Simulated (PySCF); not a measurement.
**HBr (hydrogen bromide) at PBE/def2-SVPD**

What is the vertical ionisation energy of HBr (hydrogen bromide) at PBE/def2-SVPD? The job is set up through a Python script.

Program for the calculation: PySCF 2.14.0.

## 1. The molecule

HBr: 2 atoms, total charge 0, spin state singlet. SMILES: `Br`. The shape is that of a GFN2-xTB optimisation.

Bond lengths: Br1–H2 1.401 Å.

## 2. A single-point energy at PBE/def2-SVPD

The input, input.py:

```python
from pyscf import gto, dft

system = gto.Mole()
system.atom = [
    ('Br', (-0.594900, 0.214950, -0.300840)),
    ('H', (0.594900, -0.214950, 0.300840)),
]
system.verbose = 3
system.max_memory = 1860
system.basis = 'def2-svpd'
system.build()

calc0 = dft.RKS(system)
calc0.xc = 'pbe'
calc0.conv_tol = 1e-10
calc0.grids.level = 4
calc0.kernel()
if not calc0.converged:
    calc0 = calc0.newton().run(calc0.mo_coeff, calc0.mo_occ)

e_tot = calc0.e_tot
print(f'total energy: {e_tot:.8f} hartree')
```

Command:

```
$ OMP_NUM_THREADS=1 python input.py
```

What it wrote:

```text
converged SCF energy = -2574.05897144856
total energy: -2574.05897145 hartree
```

Run time: 1.8 s. Hardware: 1 thread of Intel Xeon Platinum 8375C at 2.90GHz (Ice Lake), shared host; peak memory 0.2 GiB.

## 3. The doublet cation at the same level

The input, input.py:

```python
from pyscf import gto, dft

mol = gto.M(
    atom='''
Br    -0.594900     0.214950    -0.300840
H      0.594900    -0.214950     0.300840
''',
    max_memory=1860,
    verbose=4,
    spin=1,
    basis='def2-svpd',
    charge=1,
)

myscf = dft.UKS(mol, xc='pbe')
myscf.grids.level = 4
myscf.conv_tol = 1e-10
myscf.kernel()
if not myscf.converged:
    myscf = myscf.newton().run(myscf.mo_coeff, myscf.mo_occ)

e_final = myscf.e_tot
print(f'total energy: {e_final:.8f} hartree')
```

Command:

```
$ OMP_NUM_THREADS=1 python input.py
```

What it wrote:

```text
PySCF version 2.14.0

[INPUT] num. atoms = 2
[INPUT] num. electrons = 35
[INPUT] charge = 1
[INPUT] spin (= nelec alpha-beta = 2S) = 1
[INPUT] symmetry False subgroup None
[INPUT] Mole.unit = angstrom
[INPUT] Symbol           X                Y                Z      unit          X                Y                Z       unit  Magmom
[INPUT]  1 Br    -0.594900000000   0.214950000000  -0.300840000000 AA   -1.124198071504   0.406196630475  -0.568505207314 Bohr   0.0
[INPUT]  2 H      0.594900000000  -0.214950000000   0.300840000000 AA    1.124198071504  -0.406196630475   0.568505207314 Bohr   0.0

nuclear repulsion = 13.2211464727622
number of shells = 19
number of NR pGTOs = 93
number of NR cGTOs = 49
basis = def2-svpd
ecp = {}

******** <class 'pyscf.dft.uks.UKS'> ********
method = UKS
initial guess = minao
damping factor = 0
level_shift factor = 0
DIIS = <class 'pyscf.scf.diis.CDIIS'>
diis_start_cycle = 1
diis_space = 8
diis_damp = 0
SCF conv_tol = 1e-10
SCF conv_tol_grad = None
SCF max_cycles = 50
direct_scf = True
direct_scf_tol = 1e-13
number electrons alpha = 18  beta = 17
XC library pyscf.dft.libxc version 7.0.0
    S. Lehtola, C. Steigemann, M. J.T. Oliveira, and M. A.L. Marques.,  SoftwareX 7, 1–5 (2018)
XC functionals = pbe
    J. P. Perdew, K. Burke, and M. Ernzerhof.,  Phys. Rev. Lett. 77, 3865 (1996)
    J. P. Perdew, K. Burke, and M. Ernzerhof.,  Phys. Rev. Lett. 78, 1396 (1997)
    J. P. Perdew, K. Burke, and M. Ernzerhof.,  Phys. Rev. Lett. 77, 3865 (1996)
    J. P. Perdew, K. Burke, and M. Ernzerhof.,  Phys. Rev. Lett. 78, 1396 (1997)
radial grids:
    Treutler-Ahlrichs [JCP 102, 346 (1995); DOI:10.1063/1.469408] (M4) radial grids

becke partition: Becke, JCP 88, 2547 (1988); DOI:10.1063/1.454033
pruning grids: <function nwchem_prune>
grids dens level: 4
symmetrized grids: False
atomic radii adjust function: <function treutler_atomic_radii_adjust>
small_rho_cutoff = 0
Set gradient conv threshold to 1e-05
tot grids = 45896
init E= -2572.9922276583
[... the frontier-level lines of each cycle are left out ...]


cycle= 1 E= -2573.5962096669  delta_E= -0.604  |g|= 0.262  |ddm|= 1.07



cycle= 2 E= -2573.60523980029  delta_E= -0.00903  |g|= 0.273  |ddm|= 1.33
cycle= 3 E= -2573.6241295669  delta_E= -0.0189  |g|= 0.046  |ddm|= 1.23



cycle= 4 E= -2573.62543514482  delta_E= -0.00131  |g|= 0.0157  |ddm|= 0.0523
cycle= 5 E= -2573.62556180783  delta_E= -0.000127  |g|= 0.00747  |ddm|= 0.0223
cycle= 6 E= -2573.62560080922  delta_E= -3.9e-05  |g|= 0.000999  |ddm|= 0.0104
cycle= 7 E= -2573.62560154742  delta_E= -7.38e-07  |g|= 0.000138  |ddm|= 0.00159
cycle= 8 E= -2573.62560156146  delta_E= -1.4e-08  |g|= 1.25e-05  |ddm|= 0.000203
cycle= 9 E= -2573.62560156156  delta_E= -1.06e-10  |g|= 2.38e-06  |ddm|= 2.49e-05
cycle= 10 E= -2573.62560156156  delta_E=    0  |g|= 2.96e-07  |ddm|= 5.21e-06
Extra cycle  E= -2573.62560156158  delta_E= -1.18e-11  |g|= 8.39e-08  |ddm|= 8.07e-07
converged SCF energy = -2573.62560156158  <S^2> = 0.75181946  2S+1 = 2.0018186
total energy: -2573.62560156 hartree
```

It took 2.5 s on 1 thread of Intel Xeon Platinum 8375C at 2.90GHz (Ice Lake), shared host; peak memory 0.21 GiB.

## 4. Results

At PBE/def2-SVPD:

| quantity | value |
| --- | --- |
| singlet HBr: total energy | -2574.05897 Eh |
| singlet HBr: dipole moment | 0.82 D |
| singlet HBr: HOMO energy | -7.48 eV |
| singlet HBr: LUMO energy | -1.19 eV |
| singlet HBr: HOMO–LUMO gap | 6.29 eV |
| doublet cation: total energy | -2573.62560 Eh |
| doublet cation: HOMO energy (highest over α and β) | -16.24 eV |
| doublet cation: LUMO energy (lowest over α and β) | -16.12 eV |
| doublet cation: ⟨S²⟩ | 0.752 |
| vertical ionisation energy (to the doublet cation) | 11.793 eV |

In words: The vertical ionisation energy comes to 11.79 eV (1138 kJ/mol). The negative HOMO energy of the first species, 7.48 eV, lies 4.31 eV below that difference.
